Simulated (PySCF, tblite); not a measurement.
**C4H10F2GeSi: geometry, infrared bands and NMR shifts**

Wanted: the infrared bands and NMR shifts of C4H10F2GeSi (`F[C@@H]1[CH2][GeH2][CH2]C[Si@H]1F`), by calculation.

Programs: tblite 0.8.0 and PySCF 2.14.0, with density-fitted response routines of our own. Each step states its level of theory. These are calculated values for one molecule in the gas phase, unless marked as measured. Atoms count from 0, in the outputs and in this text.

## Step 1: The molecule as given

18 atoms, charge 0, multiplicity 1; geometry from: force field or distance geometry start.

Bonds of the start (Å): F0–C1 1.38, C1–C2 1.52, C2–Ge3 1.94, Ge3–C4 1.93, C4–C5 1.53, C5–Si6 1.87, Si6–F7 1.69, Si6–C1 1.88, C1–H8 1.10, C2–H9 1.11, C2–H10 1.11, Ge3–H11 1.53, Ge3–H12 1.57, C4–H13 1.11, C4–H14 1.11, C5–H15 1.09, C5–H16 1.12, Si6–H17 1.45.

## Step 2: Geometry optimisation with GFN2-xTB

Job settings and geometry (Å):

```
{"job": {"kind": "relax", "xc": "GFN2-xTB", "basis": "xTB"}, "charge": 0, "multiplicity": 1}
F     -1.125400    -0.330800    -1.764000
C     -1.186300    -1.075900    -0.606400
C     -1.699700    -0.134700     0.477900
Ge    -0.624800     1.470100     0.361200
C      1.267100     1.111700     0.244900
C      1.594900    -0.056000    -0.687500
Si     0.563300    -1.464200    -0.027800
F      0.630600    -1.347800     1.659600
H     -1.782300    -1.993000    -0.692900
H     -1.510100    -0.646900     1.443200
H     -2.791500     0.043300     0.392600
H     -1.057900     2.268500    -0.869500
H     -0.858200     2.281500     1.687200
H      1.644500     0.804500     1.240500
H      1.844000     1.983200    -0.116400
H      1.372500     0.173800    -1.733500
H      2.683200    -0.300300    -0.584000
H      1.027300    -2.780600    -0.436900
```

Started as:

```
OMP_NUM_THREADS=1 python probes_run.py task.json out
```

This one command runs all jobs of the session in turn.

Standard output:

```text
step      E/eV     max force
  0    -729.41736    1.751
  1    -729.61498    1.073
  2    -729.71073    0.592
  3    -729.75509    0.667
  4    -729.82918    0.655
  5    -729.86197    0.437
  6    -729.88750    0.431
  7    -729.90350    0.357
  8    -729.91656    0.276
  9    -729.92458    0.192
 10    -729.93016    0.176
 11    -729.93456    0.174
 12    -729.93928    0.155
 13    -729.94416    0.154
 14    -729.94813    0.165
 15    -729.95100    0.151
 16    -729.95369    0.144
 17    -729.95679    0.144
 18    -729.96003    0.144
 19    -729.96300    0.131
 20    -729.96592    0.133
 21    -729.96936    0.166
 22    -729.97331    0.217
 23    -729.97679    0.184
 24    -729.97924    0.137
 25    -729.98137    0.158
 26    -729.98392    0.149
 27    -729.98659    0.158
 28    -729.98866    0.105
 29    -729.99011    0.114
 30    -729.99145    0.133
 31    -729.99297    0.129
 32    -729.99449    0.109
 33    -729.99572    0.081
 34    -729.99674    0.084
 35    -729.99791    0.107
 36    -729.99957    0.131
 37    -730.00197    0.124
 38    -730.00507    0.147
 39    -730.00827    0.143
 40    -730.01094    0.117
 41    -730.01296    0.138
 42    -730.01464    0.117
 43    -730.01664    0.112
 44    -730.01949    0.118
 45    -730.02130    0.130
 46    -730.02268    0.113
 47    -730.02373    0.078
 48    -730.02465    0.077
 49    -730.02550    0.085
 50    -730.02632    0.098
 51    -730.02702    0.080
 52    -730.02753    0.059
 53    -730.02794    0.055
 54    -730.02830    0.052
 55    -730.02866    0.056
 56    -730.02892    0.041
 57    -730.02914    0.036
 58    -730.02931    0.038
 59    -730.02948    0.032
 60    -730.02964    0.035
 61    -730.02979    0.031
 62    -730.02992    0.024
 63    -730.03003    0.031
 64    -730.03014    0.030
 65    -730.03025    0.024
 66    -730.03035    0.018
 67    -730.03044    0.018
 68    -730.03051    0.017
 69    -730.03057    0.014
 70    -730.03062    0.021
 71    -730.03066    0.020
 72    -730.03069    0.013
 73    -730.03071    0.008
```

It took 0.99 s on 1 thread of Intel Xeon at 2.70GHz, shared host.

Step by step: (not every step is listed)

```csv
step,energy from step 0 (eV),largest force (eV/Å)
0,0.0000,1.7505
1,-0.1976,1.0731
2,-0.2934,0.5917
3,-0.3377,0.6674
4,-0.4118,0.6547
5,-0.4446,0.4369
6,-0.4701,0.4311
7,-0.4861,0.3574
8,-0.4992,0.2764
14,-0.5308,0.1647
20,-0.5486,0.1329
26,-0.5666,0.1487
32,-0.5771,0.1092
38,-0.5877,0.1467
44,-0.6021,0.1182
50,-0.6090,0.0983
56,-0.6116,0.0415
62,-0.6126,0.0239
68,-0.6132,0.0166
69,-0.6132,0.0145
70,-0.6133,0.0214
71,-0.6133,0.0205
72,-0.6133,0.0127
73,-0.6133,0.0079
```

Distances of close pairs at the start and the end, largest changes first:

```csv
bond,before (Å),after (Å),change (Å)
Si6–F7,1.693,1.621,-0.072
Ge3–H12,1.572,1.509,-0.062
Ge3–C4,1.929,1.983,+0.054
C2–Ge3,1.935,1.981,+0.046
C1–Si6,1.883,1.917,+0.034
C5–Si6,1.866,1.895,+0.029
Ge3–H11,1.530,1.501,-0.029
C5–H16,1.120,1.093,-0.027
```

The final coordinates are the input of the step that follows.

## Step 3: Vibrational analysis with GFN2-xTB

Job settings and geometry (Å):

```
{"job": {"kind": "ir", "xc": "GFN2-xTB", "basis": "xTB"}, "charge": 0, "multiplicity": 1}
F     -1.404665    -0.590740    -1.678669
C     -1.218473    -1.126299    -0.394596
C     -1.663957    -0.064662     0.596365
Ge    -0.657704     1.596004     0.203467
C      1.266317     1.146740     0.376263
C      1.675252    -0.017726    -0.533827
Si     0.638642    -1.576538    -0.236489
F      0.820187    -2.057139     1.300655
H     -1.870253    -2.007942    -0.358983
H     -1.453862    -0.410103     1.608480
H     -2.740532     0.095798     0.518038
H     -0.995907     2.120585    -1.161594
H     -1.034237     2.673762     1.190990
H      1.456981     0.878291     1.418104
H      1.883981     2.020397     0.159800
H      1.558490     0.289097    -1.575238
H      2.736768    -0.237616    -0.392512
H      0.994215    -2.725592    -1.051908
```

Standard output:

```text
mode    cm-1     km/mol
  1      54.2      4.49
  2      94.7      0.99
  3     128.9      7.08
  4     145.7     10.25
  5     201.8      2.90
  6     219.7      1.19
  7     276.7      2.05
  8     301.4      2.38
  9     374.3     38.13
 10     413.1     42.12
 11     486.6     51.20
 12     539.7      5.43
 13     581.5     27.26
 14     589.1      5.27
 15     596.9     37.97
 16     606.8     76.24
 17     646.9    106.97
 18     677.7    139.15
 19     727.4    129.84
 20     776.2     87.98
 21     795.4    110.56
 22     798.0    217.21
 23     839.0     63.32
 24     843.3    172.47
 25     935.0     67.25
 26    1043.4     10.82
 27    1044.6      8.87
 28    1066.6     36.39
 29    1113.1     15.75
 30    1140.7      1.18
 31    1177.5     12.30
 32    1256.1     11.70
 33    1263.7      0.76
 34    1276.8      1.76
 35    1294.0      9.61
 36    1451.5      1.39
 37    1463.8      1.34
 38    1474.9      3.14
 39    1937.3    357.31
 40    2022.4    438.10
 41    2346.9    307.78
 42    2894.9     66.56
 43    2943.4     36.30
 44    2948.6     46.24
 45    2961.3     30.20
 46    2962.4     58.49
 47    2975.0     16.06
 48    2985.0     27.91
```

It took 1.6 s on 1 thread of Intel Xeon at 2.70GHz, shared host.

Which atoms move in the most intense modes:

```csv
cm⁻¹,km/mol,atoms
678,139.2,"H12 39 %, C2 20 %, C1 12 %"
727,129.8,"C1 17 %, Si6 14 %"
795,110.6,"C2 29 %, H9 26 %, H10 20 %"
798,217.2,"F7 33 %, Si6 33 %"
843,172.5,"H11 25 %, H12 17 %"
1937,357.3,"H12 82 %, H11 17 %"
2022,438.1,"H11 82 %, H12 17 %"
2347,307.8,H17 97 %
```

## Step 4: Shielding tensors: PBE0/pcSseg-1

Settings changed since step 3:

```diff
@@ -1,2 +1,2 @@
-{"job": {"kind": "ir", "xc": "GFN2-xTB", "basis": "xTB"}, "charge": 0, "multiplicity": 1}
+{"job": {"kind": "nmr", "xc": "PBE0", "basis": "pcSseg-1"}, "charge": 0, "multiplicity": 1}
 F     -1.404665    -0.590740    -1.678669
```

With the program's defaults for keys left out, this is: GIAO PBE0/pcSseg-1 NMR shielding, non-relativistic, gas phase.

Standard output:

```text
coarse grid: 69872 points
cycle   1  E = -2723.5258583505  dE =  4.720e-02  |g| = 1.104e+00  |ddm| = 3.891e+00
cycle   2  E = -2723.4198709435  dE =  1.060e-01  |g| = 1.348e+00  |ddm| = 1.522e+00
cycle   3  E = -2723.6554225358  dE = -2.356e-01  |g| = 1.558e-01  |ddm| = 1.005e+00
cycle   4  E = -2723.6585641027  dE = -3.142e-03  |g| = 6.234e-02  |ddm| = 1.322e-01
cycle   5  E = -2723.6590592136  dE = -4.951e-04  |g| = 7.482e-03  |ddm| = 4.404e-02
cycle   6  E = -2723.6590713877  dE = -1.217e-05  |g| = 2.733e-03  |ddm| = 9.128e-03
cycle   7  E = -2723.6590730137  dE = -1.626e-06  |g| = 6.310e-04  |ddm| = 2.698e-03
final grid: 146728 points
cycle   8  E = -2723.6589827522  dE = -3.457e-08  |g| = 8.244e-04  |ddm| = 2.362e-03
cycle   9  E = -2723.6589826306  dE =  1.215e-07  |g| = 1.182e-03  |ddm| = 1.520e-03
cycle  10  E = -2723.6589828783  dE = -2.477e-07  |g| = 6.822e-05  |ddm| = 8.747e-04
cycle  11  E = -2723.6589828791  dE = -8.013e-10  |g| = 1.654e-05  |ddm| = 6.536e-05
converged SCF energy = -2723.6589828791

GIAO shielding tensors (ppm)
atom      isotropic    diamagn.    paramagn.     s11        s22        s33       span
  0 F      412.046     477.865     -65.820    373.623    382.004    480.510    106.886
  1 C       98.477     250.102    -151.625     56.769     73.910    164.751    107.982
  2 C      166.944     251.653     -84.709    153.567    168.262    179.005     25.438
  3 Ge    1498.051    2754.922   -1256.872   1432.714   1473.757   1587.681    154.967
  4 C      179.165     249.491     -70.326    173.204    180.203    184.088     10.885
  5 C      173.953     253.217     -79.265    166.614    173.025    182.220     15.606
  6 Si     344.680     877.435    -532.755    286.497    359.668    387.875    101.378
  7 F      391.544     469.342     -77.798    367.044    394.735    412.853     45.809
  8 H       26.320      29.041      -2.721     22.907     25.853     30.200      7.292
  9 H       30.154      31.305      -1.152     26.649     27.704     36.107      9.458
 10 H       29.651      30.041      -0.389     24.242     27.134     37.579     13.337
 11 H       27.556      29.743      -2.187     21.218     23.028     38.421     17.204
 12 H       27.892      29.268      -1.376     21.375     22.004     40.298     18.923
 13 H       30.319      31.087      -0.767     26.225     28.447     36.287     10.062
 14 H       30.310      29.889       0.420     23.985     28.144     38.800     14.814
 15 H       30.509      31.187      -0.678     26.585     28.830     36.112      9.527
 16 H       30.088      28.982       1.107     24.483     27.492     38.291     13.808
 17 H       26.671      27.977      -1.305     22.967     24.317     32.730      9.763
```

It took 72 s on 1 thread of Intel Xeon at 2.70GHz, shared host; peak memory 0.94 GiB.

The references, computed at this level on geometries of the same kind, shield at (ppm): ¹H TMS 31.72, ¹³C TMS 186.9, ²⁹Si TMS 349.2, ¹⁹F CFCl3 170.9, ⁷³Ge GeMe4 1331. Their shielding less the atom's gives the shift. The references are single molecules in the gas phase, so shifts against H2O, NH3, PH3, H3PO4 or CFCl3 are not on the usual liquid scales and can be off by tens of ppm.

```csv
atoms,environment,σ (ppm),δ (ppm)
C1,sp3 CH bonded to F and Si,98.5,88.4
C2,sp3 CH2 bonded to Ge,166.9,20.0
C5,sp3 CH2 bonded to Si,174.0,13.0
C4,sp3 CH2 bonded to Ge,179.2,7.8
H8,hydrogen on an sp3 CH bonded to F and Si,26.32,5.40
H17,"hydrogen on a silicon bonded to 2 C, F, in a 6-membered ring",26.67,5.05
H11,"hydrogen on a germanium bonded to 2 C, in a 6-membered ring",27.56,4.16
H12,"hydrogen on a germanium bonded to 2 C, in a 6-membered ring",27.89,3.82
H10,hydrogen on an sp3 CH2 bonded to Ge,29.65,2.07
H16,hydrogen on an sp3 CH2 bonded to Si,30.09,1.63
H9,hydrogen on an sp3 CH2 bonded to Ge,30.15,1.56
H14,hydrogen on an sp3 CH2 bonded to Ge,30.31,1.41
H13,hydrogen on an sp3 CH2 bonded to Ge,30.32,1.40
H15,hydrogen on an sp3 CH2 bonded to Si,30.51,1.21
F7,fluorine bonded to Si,391.5,-220.6
F0,fluorine on an sp3 carbon,412.0,-241.1
Ge3,"germanium bonded to 2 C, 2 H, in a 6-membered ring",1498,-167
Si6,"silicon bonded to 2 C, F, H, in a 6-membered ring",344.7,4.5
```

Charges from the same density, by scheme (e):

```csv
atoms,Mulliken,IAO,Hirshfeld,ESP fit
F0,-0.35,-0.34,-0.12,-0.26
C1,-0.12,-0.11,-0.03,0.08
C2,-0.47,-0.51,-0.16,-0.28
Ge3,0.38,0.62,0.33,0.36
C4,-0.48,-0.49,-0.15,-0.20
C5,-0.55,-0.56,-0.16,-0.15
Si6,1.09,1.20,0.44,0.50
F7,-0.43,-0.54,-0.21,-0.29
```

Mayer bond orders: F0–C1 0.80, C1–C2 1.02, C2–Ge3 0.92, Ge3–C4 0.95, C4–C5 1.01, C5–Si6 0.92, Si6–F7 0.91, Si6–C1 0.84.

Ring of atoms C1, C2, Ge3, C4, C5, Si6: NICS(0) -0.2, NICS(1) -0.8, NICS(1)zz 6.2 ppm (means of both faces).

## Step 5: Results

```
                                 quantity                                                           value
strongest single infrared mode (GFN2-xTB)                                           2022 cm⁻¹, 438 km/mol
             zero-point energy (GFN2-xTB)                                                   79.6 kcal/mol
   ¹³C shifts against TMS (PBE0/pcSseg-1)                                       88.4, 20.0, 13.0, 7.8 ppm
    ¹H shifts against TMS (PBE0/pcSseg-1)  5.40, 5.05, 4.16, 3.82, 2.07, 1.63, 1.56, 1.41, 1.40, 1.21 ppm
 ¹⁹F shifts against CFCl3 (PBE0/pcSseg-1)                                              -220.6, -241.1 ppm
⁷³Ge shifts against GeMe4 (PBE0/pcSseg-1)                                                        -167 ppm
  ²⁹Si shifts against TMS (PBE0/pcSseg-1)                                                         4.5 ppm
```

The optimisation took 73 steps and gained 0.613 eV; among the close pairs (by a distance rule), Si6–F7 changed most, from 1.693 to 1.621 Å. All 48 modes are real, so the xTB geometry is a minimum. The strongest single mode, at 2022 cm⁻¹, moves mainly H11. GFN2-xTB is a fitted tight-binding method: band positions and strengths are rough. Its intensities can rank the bands wrongly. The most deshielded hydrogen is H8 (hydrogen on an sp3 CH bonded to F and Si), at 5.40 ppm: its carbon carries F, which withdraws density. At PBE0/pcSseg-1: The largest span, 155 ppm, is at Ge3, where the paramagnetic term is -1257 ppm. Spin-orbit coupling is left out, which matters for shieldings and couplings at and beside the heavy atoms.
